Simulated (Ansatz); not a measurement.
# BeHBr (singlet): wave-function methods side by side, cc-pVDZ

The task here is to estimate one member of a computed series from the others.

Method: cc-pVDZ, core rule «outside noble gas», up to 15 orbitals frozen; program: Ansatz 0.2.0, Gaussian basis.

Plan: UHF; CCSD(T) on RHF; BCCD(T) on RHF; CISD; CCSDT(Q) on RHF.

32 further runs of the same task are left out: 12 for a known fault of the program, 1 for a mislabelled method, 9 that didn't finish, 10 set aside as unsound or not needed.

## The system

The geometry is a PBE0/def2-TZVP stationary point (not a proven minimum). No spin-orbit coupling is included. The filled d shell of Br may be among the frozen orbitals whatever the setting's name suggests; the logs give the count.

3 atoms, charge 0, spin multiplicity 1.

Atoms are counted from 1 here; the program's logs count them from 0.

Bond lengths: Br1–Be2 1.957 Å, Be2–H3 1.331 Å. Angles: Br1–Be2–H3 180.0°.

Coordinates:

```
atom    x (Å)    y (Å)     z (Å)
 Br1  0.00000  0.00000   1.74840
 Be2  0.00000  0.00000  -0.20880
  H3  0.00000  0.00000  -1.53960
```

The first run:

in.yaml

```yaml
crystal:
  periodic: [false, false, false]
  atoms:
    - {symbol: Br, position_ang: [0.000000, 0.000000, 1.748400]}
    - {symbol: Be, position_ang: [0.000000, 0.000000, -0.208800]}
    - {symbol: H, position_ang: [0.000000, 0.000000, -1.539600]}
basis:
  gaussian: {orbitals: cc-pVDZ}
magnetization: {spin_polarized: true, initial_magnetization: 0}
hamiltonian: {xc: hf}
output: {orbitals: {seedname: orbitals}}
```

The run is started by

```
$ ansatz run in.yaml --threads 1 --pin off --events-out ev --progress --plain --max-ram 2393MiB
```

Among the steps run: UHF; CCSD(T) on RHF; BCCD(T) on RHF; CISD; CCSDT(Q) on RHF.

One table of the session follows, with a row left open; its other results are not shown here.

It belongs to the step «Misses and costs». 

```
   method  from RCCSDT(Q) (kcal/mol)
      RHF                    +112.55
     RMP2                     +15.10
     CISD                      +8.93
    RCCSD                          ?
 RCCSD(T)                      +0.44
  BCCD(T)                      +0.43
   RCCSDT                      +0.19
RCCSDT(Q)                          0
```

**Question.** Estimate the row for RCCSD.

As computed: from RCCSDT(Q) (kcal/mol): +2.57. In the column «from RCCSDT(Q) (kcal/mol)» it lies between RCCSD(T) (+0.44) and CISD (+8.93).

With the free atoms at the same levels and basis (separate runs), the atomisation energy is 6.963 eV at RCCSDT(Q), 6.952 eV at RCCSD(T), 6.220 eV at RHF.
